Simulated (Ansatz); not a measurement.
# C₂H₆InO radical: how energies converge with the basis set

The task here is to estimate one member of a computed series from the others.

Program: Ansatz 0.2.0, Gaussian basis. Level of theory: one geometry, several basis sets. These are calculated values, not measurements.

Levels to be run: PBE0-D4/def2-SVP; ωB97M-V/def2-SVP; PBE0-D4/def2-QZVPP; ωB97M-V/def2-QZVPP; the functionals' def2-TZVPP values are taken from earlier runs.

### The relaxed structure

An earlier PBE0-D4 in a triple-zeta def2 set relaxation fixed the geometry. In takes the def2 core potential; no spin-orbit term is included.

SMILES `C[O][In][CH3]`, 10 atoms, charge 0, spin multiplicity 2.

Atoms are counted from 1 here; the program's logs count them from 0.

Bond lengths: C1–O2 1.394 Å, C1–H5 1.099 Å, C1–H6 1.098 Å, C1–H7 1.099 Å, O2–In3 2.012 Å, In3–C4 2.206 Å, C4–H8 1.090 Å, C4–H9 1.089 Å, C4–H10 1.090 Å. Angles: O2–C1–H5 113.2°, O2–C1–H6 109.2°, O2–C1–H7 112.4°, H5–C1–H6 107.1°, H5–C1–H7 107.4°, H6–C1–H7 107.2°, C1–O2–In3 129.8°, O2–In3–C4 108.7°, In3–C4–H8 105.8°, In3–C4–H9 109.8°, In3–C4–H10 108.4°, H8–C4–H9 111.4°, H8–C4–H10 110.9°, H9–C4–H10 110.3°.

Set-up of the first run:

in.yaml reads:

```yaml
crystal:
  periodic: [false, false, false]
  atoms:
    - {symbol: C, position_ang: [-1.215161, 1.750877, 0.897288]}
    - {symbol: O, position_ang: [-0.466686, 0.615130, 0.592541]}
    - {symbol: In, position_ang: [0.305433, 0.014852, -1.166003]}
    - {symbol: C, position_ang: [1.308280, -1.928155, -0.873602]}
    - {symbol: H, position_ang: [-0.789081, 2.675054, 0.481156]}
    - {symbol: H, position_ang: [-1.254555, 1.875621, 1.986968]}
    - {symbol: H, position_ang: [-2.252304, 1.677059, 0.540340]}
    - {symbol: H, position_ang: [1.392322, -2.060340, 0.205302]}
    - {symbol: H, position_ang: [2.286895, -1.913945, -1.350145]}
    - {symbol: H, position_ang: [0.684857, -2.706165, -1.313855]}
basis:
  gaussian: {orbitals: def2-SVP}
magnetization: {spin_polarized: true, initial_magnetization: 1}
hamiltonian: {xc: pbe0, dispersion: d4}
output: {orbitals: {seedname: orbitals}}
```

Started as:

```console
ansatz run in.yaml --threads 4 --pin off --events-out ev --progress --plain --max-ram 10444MiB
```

Among the steps run: PBE0-D4 in def2-SVP; ωB97M-V in def2-SVP; PBE0-D4 in def2-QZVPP; ωB97M-V in def2-QZVPP.

One table of the session follows, with a row left open; its other results are not shown here.

It belongs to the step «Density functionals: the series». 

| functional | basis | HOMO (eV) | LUMO (eV) |
| --- | --- | --- | --- |
| PBE0-D4 | def2-SVP | -5.47 | -2.73 |
| PBE0-D4 | def2-TZVPP | -5.56 | -2.82 |
| PBE0-D4 | def2-QZVPP | -5.58 | -2.86 |
| ωB97M-V | def2-SVP | ? | ? |
| ωB97M-V | def2-TZVPP | -7.58 | -1.26 |
| ωB97M-V | def2-QZVPP | -7.60 | -1.35 |

Estimate the missing values for ωB97M-V, def2-SVP.

The run gave: HOMO (eV): -7.48; LUMO (eV): -1.14. In the column «HOMO (eV)» it lies between ωB97M-V, def2-TZVPP (-7.58) and PBE0-D4, def2-QZVPP (-5.58).
